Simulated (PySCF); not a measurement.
# C2H6OSi2: the cost of one run

Computed with PySCF 2.14.0, with density-fitted response routines of our own, on a single molecule in the gas phase. Atoms count from 0, in the outputs and in this text.

## 1. The molecule as given

11 atoms, charge 0, multiplicity 1; geometry from: PBE0-D3(BJ)/def2-SVP.

Bonds of the start (Å): O0–Si1 1.66, Si1–C2 1.84, C2–C3 1.23, C3–Si4 1.84, O0–H5 0.96, Si1–H6 1.48, Si1–H7 1.49, Si4–H8 1.49, Si4–H9 1.49, Si4–H10 1.49.

## 2. NMR shieldings: PBE0/6-31G*

What the job is given:

```
{"job": {"kind": "nmr", "xc": "PBE0", "basis": "6-31G*", "pop": true}, "charge": 0, "multiplicity": 1}
O     -2.959033     0.727589     0.524405
Si    -2.103357    -0.029340    -0.681090
C     -0.302486    -0.045515    -0.299083
C      0.892151    -0.062951    -0.028232
Si     2.683471    -0.083234     0.374035
H     -2.803172     0.426711     1.424257
H     -2.341998     0.755267    -1.917689
H     -2.523242    -1.449597    -0.864922
H      2.898365     0.589121     1.688052
H      3.158711    -1.494732     0.453193
H      3.438635     0.640890    -0.688391
```

Method: GIAO PBE0/6-31G* NMR shielding, non-relativistic, gas phase.

Started as:

```
$ OMP_NUM_THREADS=1 python probes_run.py task.json out
```

One launch serves the whole session: the jobs run in the order shown.

Q: Estimate the wall time and peak memory of this first job on 1 thread of Arm Neoverse V2, shared host.

About 6.5 s, with a peak of 0.52 GiB.
